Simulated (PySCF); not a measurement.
# Cl2Eu2O (Eu2(O)1(Cl)2): the cost of one run

Method: r2SCAN, Eu lcecp-0-SVP with ECP53, O def2-SVP, Cl def2-SVP; scalar-relativistic core potentials, no spin–orbit coupling; program: PySCF 2.14.0.

4 further runs of the same task are left out: 2 for a known fault of the program, 2 that didn't finish.

## Step 1: The system as given

5 atoms, charge 0, spin multiplicity 1.

Bond lengths: Eu1–O3 2.275 Å, Eu1–Cl4 2.795 Å, Eu2–O3 2.275 Å, Eu2–Cl5 2.795 Å. Angles: O3–Eu1–Cl4 180.0°, O3–Eu2–Cl5 180.0°, Eu1–O3–Eu2 180.0°.

Geometry (Å):

```xyz
5

Eu    0.00000    0.00000    2.27470
Eu    0.00000    0.00000   -2.27470
O     0.00000    0.00000    0.00000
Cl    0.00000    0.00000    5.06940
Cl    0.00000    0.00000   -5.06940
```

Formal oxidation states: Eu +2. Each metal's 7 4f electrons lie in its core potential, so multiplicities, spins and levels count the valence alone.

## Step 2: SCF at the start, singlet

The input, run.py (the lines that set the calculation):

```python
mol = gto.M(atom='''
Eu     0.00000     0.00000     2.27470
Eu     0.00000     0.00000    -2.27470
O      0.00000     0.00000     0.00000
Cl     0.00000     0.00000     5.06940
Cl     0.00000     0.00000    -5.06940''',
    basis={'Eu': 'lcecp-0-SVP', 'O': 'def2-SVP', 'Cl': 'def2-SVP'},
    ecp={'Eu': 'lcecp-0-SVP'},
    charge=0, spin=0)
mf = dft.RKS(mol, xc='R2SCAN')
mf.grids.atom_grid = (50, 194)  # f atoms: unpruned, at least (60, 302)
mf = mf.density_fit()  # fitting sets: Eu AutoAux, O def2-universal-JKFIT, Cl def2-universal-JKFIT
mf.conv_tol = 1e-08; mf.max_cycle = 55
mf.kernel(dm0)  # dm0: free metal ions and neutral atoms
```

Run with:

```bash
$ OMP_NUM_THREADS=2 python run.py
```

What time and memory should one allow on 2 threads of Arm Neoverse V1, shared host?

About 10 s, with a peak of 0.62 GiB.
